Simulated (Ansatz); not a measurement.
# Sn, space group Im-3m: a comparison of functionals at one structure

Computed with the Ansatz DFT code, driven from Python.

The cells in order, each with its output:

**Cell 1**
```python
import ansatz as az
from pymatgen.core import Lattice, Structure
from pymatgen.io.ase import AseAtomsAdaptor
```

**Cell 2**
```python
SETTINGS = {
    "occupations": "Marzari-Vanderbilt",
    "smearing_width": 0.15,
    "mesh": (11, 11, 11),
    "cutoff": 470,
    "tolerance": 1e-09,
}
```

**Cell 3**
```python
pmg_structure = Structure(
    Lattice([[-1.894652, 1.894652, 1.894652], [1.894652, -1.894652, 1.894652], [1.894652, 1.894652, -1.894652]]),
    ["Sn"],
    [
        [0.0, 0.0, 0.0],
    ],
)
crystal = az.Crystal.from_ase(AseAtomsAdaptor.get_atoms(pmg_structure))

calc = (
    crystal.calculation()
    .pseudopotentials("paw")
    .occupations(SETTINGS["occupations"], width=SETTINGS["smearing_width"])
    .kpoints(mesh=SETTINGS["mesh"])
    .basis(SETTINGS["cutoff"])
    .scf(tolerance=SETTINGS["tolerance"])
    .forces()
    .stress()
)
```

**Cell 4**
```python
rows = []
for value in ["blyp", "pbesol", "lda"]:
    r = calc.functional(value).run().report
    rows.append((value, r["free_energy_ev"] / len(r["lattice"]["sites"]), r["n_iterations"], sum(r["stress_gpa"][i][i] for i in range(3)) / 3, max(abs(f) for row in r["forces_ev_ang"] for f in row), r["n_kpoints"]))

print("  functional   F/atom (eV)    iterations       P (GPa)  max component (eV/A)      k-points")
for row in rows:
    print(f"{str(row[0]):>12s}  {row[1]:12.5f}  {row[2]:12d}  {row[3]:12.3f}  {row[4]:20.4f}  {row[5]:12d}")
```
Output:
```text
DeckWarning: output.stress: scf.convergence.dr2_threshold = 1e-9 eV is looser than the 1e-10 eV advised for a printed stress (1e-10 eV for each atom of the cell: 1). What an SCF threshold leaves in a stress goes as its square root, and in the free energy as the threshold itself, and one threshold admits the most on a small cell: of the crystals measured, under no hybrid functional and no lock of [...]
  functional   F/atom (eV)    iterations       P (GPa)  max component (eV/A)      k-points
        blyp   -6040.32297             8         5.689                0.0000            56
      pbesol   -5949.73993             7        -1.677                0.0000            56
         lda   -5879.46477             8        -3.011                0.0000            56
```

From lowest to highest: LDA (-3.0 GPa), PBEsol (-1.7 GPa) and BLYP (5.7 GPa). At a fixed cell a lower pressure usually means a smaller equilibrium volume, so LDA prefers the smallest cell and BLYP the largest.

What to keep in mind:
- BLYP can be off by several per cent in the lattices of metals, and by several GPa in the pressure at a fixed cell.
- For a metal this k-point mesh is coarse: on a finer one energies can move by several to tens of meV an atom and pressures by half a GPa or more, differences at one mesh by less.
- Forces vanish by symmetry here and test nothing.
- Pressure is positive in compression.
- This isn't the structure that Sn takes at ambient conditions.
- Warnings are shown shortened and without file and line.
- Total energies of different functionals can't be compared; pressures, moments and gaps at this one structure can.
- It ran for 3.9 s on 1 thread of Arm Neoverse V2 (shared host), peak memory 0.41 GiB.
